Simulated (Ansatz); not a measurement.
# CH3NTeZn: small, medium and large basis sets

The task here is to estimate one member of a computed series from the others.

Method: one geometry, several basis sets; program: Ansatz 0.2.0, Gaussian basis.

Levels to be run: PBE0-D4/def2-SVP; ωB97M-V/def2-SVP; PBE0-D4/def2-QZVPP; ωB97M-V/def2-QZVPP; the functionals' def2-TZVPP values are taken from earlier runs.

**The relaxed structure**

The geometry comes from an earlier relaxation with PBE0-D4 in a triple-zeta def2 set; it is a stationary point, not always the lowest conformer. Te takes the def2 core potential; no spin-orbit term is included.

SMILES `C1[NH][Zn][Te]1`, 7 atoms, charge 0, spin multiplicity 1.

Atoms are counted from 1 here; the program's logs count them from 0.

Bond lengths: C1–N2 1.425 Å, C1–Te4 2.360 Å, C1–H5 1.090 Å, C1–H6 1.087 Å, N2–Zn3 1.923 Å, N2–H7 1.015 Å, Zn3–Te4 2.461 Å. Angles: N2–C1–Te4 113.6°, N2–C1–H5 115.5°, N2–C1–H6 112.9°, Te4–C1–H5 102.6°, Te4–C1–H6 98.6°, H5–C1–H6 112.0°, C1–N2–Zn3 92.0°, C1–N2–H7 110.2°, Zn3–N2–H7 110.7°, N2–Zn3–Te4 93.2°, C1–Te4–Zn3 60.5°.

Set-up of the first run:

Contents of in.yaml:

```yaml
crystal:
  periodic: [false, false, false]
  atoms:
    - {symbol: C, position_ang: [-0.339070, 0.475968, -0.119834]}
    - {symbol: N, position_ang: [0.964041, 0.323936, 0.435913]}
    - {symbol: Zn, position_ang: [1.129860, -1.456197, -0.271533]}
    - {symbol: Te, position_ang: [-1.197648, -1.505994, -1.071037]}
    - {symbol: H, position_ang: [-1.119964, 0.758188, 0.586846]}
    - {symbol: H, position_ang: [-0.349161, 1.100970, -1.009229]}
    - {symbol: H, position_ang: [0.911933, 0.303118, 1.448874]}
basis:
  gaussian: {orbitals: def2-SVP}
hamiltonian: {xc: pbe0, dispersion: d4}
output: {orbitals: {seedname: orbitals}}
```

Among the steps run: PBE0-D4 in def2-SVP; ωB97M-V in def2-SVP; PBE0-D4 in def2-QZVPP; ωB97M-V in def2-QZVPP.

One table of the session follows, with a row left open; its other results are not shown here.

It belongs to the step «Density functionals: the series». 

```
functional       basis  HOMO (eV)  LUMO (eV)
   PBE0-D4    def2-SVP      -5.74      -2.67
   PBE0-D4  def2-TZVPP      -5.96      -2.88
   PBE0-D4  def2-QZVPP          ?          ?
   ωB97M-V    def2-SVP      -7.73      -0.94
   ωB97M-V  def2-TZVPP      -7.98      -1.20
   ωB97M-V  def2-QZVPP      -8.00      -1.24
```

**Question.** Estimate the row for PBE0-D4, def2-QZVPP.

As computed: HOMO (eV): -5.98; LUMO (eV): -2.88. In the column «HOMO (eV)» it lies between ωB97M-V, def2-SVP (-7.73) and PBE0-D4, def2-TZVPP (-5.96).
